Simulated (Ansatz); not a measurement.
**Be: response to strain**

Be is deformed so: equal xx and yy strain of -3 %. What stress and forces result, by LAPW, PAW and all-electron datasets made for the crystal?

Program: Ansatz 0.2.0. Level of theory: DFT PBEsol, scalar-relativistic. These are calculated values, not measurements.

**1. The starting structure**

Symmetry: Im-3m, No. 229, cubic system. Conventional cell: a = 2.506 Å, b = 2.506 Å, c = 2.506 Å, α = 90.00°, β = 90.00°, γ = 90.00°. Around Be (site symmetry m-3m) lie 8 Be at 2.17 Å.

As a file:

```
Be
1.0
    -1.25312    1.25312    1.25312
     1.25312   -1.25312    1.25312
     1.25312    1.25312   -1.25312
Be
1
Direct
  0.00000 0.00000 0.00000
```

**2. After the deformation**

Space group Im-3m before, I4/mmm after.

**3. Full-potential LAPW**

The input, input.yaml:

```yaml
crystal:
  lattice:
    - [-1.2155273228, 1.2155273228, 1.2531209513]
    - [1.2155273228, -1.2155273228, 1.2531209513]
    - [1.2155273228, 1.2155273228, -1.2531209513]
  atoms:
    - { symbol: Be, position: [0.0, 0.0, 0.0] }
kpoints:
  mp_grid: { grid: [23, 23, 23] }
  band_path:
    path:
      - [0.0, 0.0, 0.0]
      - [0.0, 0.0, 0.5]
      - [0.25, 0.25, 0.25]
      - [0.0, 0.5, 0.0]
      - [0.0, 0.0, 0.0]
      - [0.5, 0.5, -0.5]
      - [0.485225, 0.514775, -0.485225]
      - [-0.485225, 0.485225, 0.485225]
      - [0.0, 0.0, 0.0]
    npoints: 5
scf:
  occupations: { method: fermi_dirac, width: 0.03 }
hamiltonian:
  xc: pbesol
  pseudopotentials: { kind: all_electron, lapw: { basis_error: 0.00025 } }
output:
  forces: true
  stress: true
  eigenvalues: true
```

The run is started by

```bash
> ansatz run input.yaml --threads 1 --pin off --max-ram 3072MiB --backend cpu --events-out ev --progress --plain --runs-dir out
```

**4. Frozen-core PAW**

The input, input.yaml:

```yaml
crystal:
  lattice:
    - [-1.2155273228, 1.2155273228, 1.2531209513]
    - [1.2155273228, -1.2155273228, 1.2531209513]
    - [1.2155273228, 1.2155273228, -1.2531209513]
  atoms:
    - { symbol: Be, position: [0.0, 0.0, 0.0] }
kpoints:
  mp_grid: { grid: [23, 23, 23] }
scf:
  occupations: { method: fermi_dirac, width: 0.03 }
hamiltonian:
  xc: pbesol
  pseudopotentials: { kind: paw }
output:
  forces: true
  stress: true
  eigenvalues: true
  efg: { contact_densities: true }
```

**5. All-electron PAW on datasets made for the crystal**

Changes to input.yaml since step 4:

```diff
@@ -13,3 +13,3 @@
   xc: pbesol
-  pseudopotentials: { kind: paw }
+  pseudopotentials: { kind: all_electron, datasets: crystal }
 output:
```

(Steps that only read results are left out.)

**Question.** What will these runs give? Wanted: pressure; largest shear or deviatoric stress.

The runs gave:

| quantity | value |
| --- | --- |
| pressure | LAPW 5.94, PAW 6.07, crystal datasets 5.94 GPa |
| largest shear or deviatoric stress (LAPW) | 0.42 GPa |

What this shows: The largest part of the stress beyond the pressure is 0.42 GPa in size, in the zz component. No run of the undeformed cell stands beside it, so the pressure holds what the given cell had before the change. PAW: stress within 0.13 GPa of LAPW. Crystal datasets: stress within 0.01 GPa of LAPW.
